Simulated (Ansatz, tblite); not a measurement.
**The cluster In7As7: spin states and exact exchange**

Aim: set other spin states of the cluster In7As7 against its singlet, on many levels of theory.

The runs use Ansatz 0.2.0, Gaussian basis; as each input shows.

Levels to be run: triplet, at the geometry of the singlet (GFN1-xTB, GFN2-xTB, PBE0-D4/def2-TZVP, PBE-D4/def2-TZVP); the singlet's energies come from earlier runs.

4 further runs of the same task are left out: 4 set aside as unsound or not needed.

## (1) The structure

The geometry is that of the singlet, from an earlier relaxation (PBE-D4/def2-SVP).

14 atoms, charge 0, spin multiplicity 1.

Bond lengths: In1–As9 2.781 Å, In1–As10 2.627 Å, In1–As13 2.725 Å, In2–As8 2.707 Å, In2–As12 2.646 Å, In2–As14 2.799 Å, In3–As9 2.684 Å, In3–As11 2.670 Å, In3–As13 2.754 Å, In4–As8 2.692 Å, In4–As9 2.629 Å, In4–As14 2.749 Å, In5–As10 2.963 Å, In5–As14 3.030 Å, In6–As11 2.812 Å, In6–As12 2.570 Å, In6–As13 2.628 Å, In7–As10 2.952 Å and more. Angles: As9–In1–As10 115.0°, As9–In1–As13 103.9°, As10–In1–As13 136.4°, As8–In2–As12 137.3°, As8–In2–As14 100.6°, As12–In2–As14 112.1°, As9–In3–As11 119.6°, As9–In3–As13 105.8°, As11–In3–As13 100.9°, As8–In4–As9 135.6°, As8–In4–As14 102.3°, As9–In4–As14 110.6°, As10–In5–As14 49.5°, As11–In6–As12 108.2°, As11–In6–As13 100.4°, As12–In6–As13 148.6°, As10–In7–As12 111.4°, In2–As8–In4 75.0° and more.

In takes a core potential in the def2 sets. No spin-orbit coupling is included.

## (2) Triplet at the fixed geometry, GFN1-xTB

Tight binding, by tblite at 300 K electronic temperature and without a spin-polarisation term:

```python
tblite.interface.Calculator('GFN1-xTB', numbers, positions, charge=0, uhf=2).singlepoint()
```

Energy -748.6734 eV; 0.096 s.

## (3) Triplet at the fixed geometry, GFN2-xTB

Tight binding, by tblite at 300 K electronic temperature and without a spin-polarisation term:

```python
tblite.interface.Calculator('GFN2-xTB', numbers, positions, charge=0, uhf=2).singlepoint()
```

Energy -687.2563 eV; 0.15 s.

## (4) Triplet at the fixed geometry, PBE0-D4/def2-TZVP

in.yaml reads:

```yaml
crystal:
  periodic: [false, false, false]
  atoms:
    - {symbol: In, position_ang: [1.514372, -1.589131, 0.116684]}
    - {symbol: In, position_ang: [-1.116364, 2.161830, 0.306360]}
    - {symbol: In, position_ang: [-0.213534, -1.610561, -2.537500]}
    - {symbol: In, position_ang: [-2.030154, -0.996178, 0.262957]}
    - {symbol: In, position_ang: [-0.428214, -2.627983, 3.115974]}
    - {symbol: In, position_ang: [1.245508, 1.330028, -1.742525]}
    - {symbol: In, position_ang: [1.873522, 2.400121, 2.387478]}
    - {symbol: As, position_ang: [-3.171880, 1.050880, -1.061309]}
    - {symbol: As, position_ang: [-0.712770, -3.169077, -0.410565]}
    - {symbol: As, position_ang: [1.582641, -0.534840, 2.521838]}
    - {symbol: As, position_ang: [-1.345540, 0.802114, -2.699738]}
    - {symbol: As, position_ang: [1.139505, 3.425377, -0.257873]}
    - {symbol: As, position_ang: [2.447967, -0.925405, -2.355477]}
    - {symbol: As, position_ang: [-0.785049, 0.282825, 2.353705]}
basis:
  gaussian: {orbitals: def2-TZVP, fitting: {mean_field: def2-universal-jkfit}}
magnetization: {spin_polarized: true, initial_magnetization: 2}
hamiltonian: {xc: pbe0, dispersion: d4}
scf: {omitted_lower_state_checks: [starts]}
output: {orbitals: {seedname: orbitals}}
```

Run with:

```sh
$ ansatz run in.yaml --threads 2 --pin off --events-out ev --progress --plain --max-ram 32768MiB --backend cuda --devices 0, --max-vram 18GiB
```

Output:

```text
Functional definition: PBE0
  name "PBE0"
  cite "Adamo & Barone, J. Chem. Phys. 110, 6158 (1999) doi:10.1063/1.478522"
  cite "Perdew, Burke & Ernzerhof, Phys. Rev. Lett. 77, 3865 (1996) doi:10.1103/PhysRevLett.77.3865"
  parent pbe
  parameter a = 0.25
  parameter kappa = 0.804
  parameter beta = 0.06672455060314922
  exchange = (1 - a)*pbe_x(kappa = kappa, mu = beta*pi^2/3) + a*exact_x
  correlation = pbe_c(beta = beta)
these checks for a lower state are left out or cut short: starts
3388 factors; integrals over basis functions are off by at most 4.6e-1 eV
mean field evaluation 1: about -462062.7875 eV, gradient 3.4e1 eV
mean field evaluation 2: about -462030.6635 eV, gradient 7.7e1 eV
mean field evaluation 4: about -462068.5217 eV, gradient 1.1e1 eV
mean field evaluation 8: about -462069.1758 eV, gradient 7.2e-1 eV
mean field evaluation 16: about -462069.1850 eV, gradient 2.3e-2 eV
mean field evaluation 32: about -462069.1850 eV, gradient 6.5e-5 eV
mean field -462069.18499338 eV, -16980.7293467641 hartree, gradient 1.1e-5 eV, S^2 2.020155; 0 other end points of the search recorded, 0 dependent functions left out
reference -462069.18504991 eV, -16980.7293488416 hartree; 190, 188 occupied and 496, 498 virtual orbitals, 3388 factors
Total energy: -462070.89256523 eV, -16980.7920988723 hartree
Checks for a lower state left out: starts
```

Wall time 44 s (1 × H100 (card shared with other runs) with 2 threads of AMD EPYC 7R13, shared host); peak host memory 1.4 GiB.

HOMO -4.28 eV, LUMO -4.22 eV (over both spins); ⟨S²⟩ 2.020 (pure: 2.00).

## (5) Triplet at the fixed geometry, PBE-D4/def2-TZVP

start.molden holds the orbitals of an earlier run on this state, given as this run's starting guess.

in.yaml: that of step 4 with these lines changed.

```diff
@@ -18,5 +18,5 @@
 basis:
-  gaussian: {orbitals: def2-TZVP, fitting: {mean_field: def2-universal-jkfit}}
+  gaussian: {orbitals: def2-TZVP, fitting: {mean_field: def2-universal-jkfit}, initial_orbitals: start.molden}
 magnetization: {spin_polarized: true, initial_magnetization: 2}
-hamiltonian: {xc: pbe0, dispersion: d4}
+hamiltonian: {xc: pbe, dispersion: d4}
 scf: {omitted_lower_state_checks: [starts]}
```

Same command.

Output:

```text
Functional definition: PBE
  name "PBE"
  cite "Perdew, Burke & Ernzerhof, Phys. Rev. Lett. 77, 3865 (1996) doi:10.1103/PhysRevLett.77.3865"
  parent pbe
  parameter kappa = 0.804
  parameter beta = 0.06672455060314922
  exchange = pbe_x(kappa = kappa, mu = beta*pi^2/3)
  correlation = pbe_c(beta = beta)
these checks for a lower state are left out or cut short: starts
3388 factors; integrals over basis functions are off by at most 4.6e-1 eV
mean field evaluation 1: about -462057.7222 eV, gradient 1.6e1 eV
mean field evaluation 2: about -462058.3056 eV, gradient 7.8e-1 eV
mean field evaluation 4: about -462058.3375 eV, gradient 1.1e-1 eV
mean field evaluation 8: about -462058.3379 eV, gradient 4.4e-5 eV
mean field -462058.33794248 eV, -16980.3307249959 hartree, gradient 2.0e-5 eV, S^2 2.005182; 0 other end points of the search recorded, 0 dependent functions left out
reference -462058.33801659 eV, -16980.3307277193 hartree; 190, 188 occupied and 496, 498 virtual orbitals, 3388 factors
Total energy: -462060.22546610 eV, -16980.4000902094 hartree
Checks for a lower state left out: starts
```

It took 20 s on 1 × H100 (card shared with other runs) with 2 threads of AMD EPYC 7R13, shared host; peak host memory 1.3 GiB.

From the report: HOMO -3.81 eV, LUMO -4.57 eV (over both spins; with the spin held, an empty level of the minority spin lies below the top filled one); ⟨S²⟩ 2.005 (pure: 2.00).

## (6) Triplet less singlet, vertical

The singlet's energies are those of its earlier runs, whose logs aren't repeated here.

```csv
level,"triplet less singlet, vertical (kcal/mol)",time
GFN1-xTB,+21.2,0.18 s
GFN2-xTB,+20.7,0.28 s
PBE-D4/def2-TZVP,+17.3,44 s
PBE0-D4/def2-TZVP,+20.3,77 s
```

Times add the two runs; a level without a time comes out of a correlated run. Tight binding without a spin term can't rank spin states.

## (7) Outcome

| quantity | value |
| --- | --- |
| triplet less singlet, vertical, functionals in def2-TZVP | +17.3 (PBE-D4) to +20.3 kcal/mol (PBE0-D4) |

All functionals put the triplet above the singlet, over a spread of 2.9 kcal/mol. The checks for a lower triplet were left out, so another state of that spin may lie lower. These are electronic energies, without zero-point motion, entropy or surroundings.
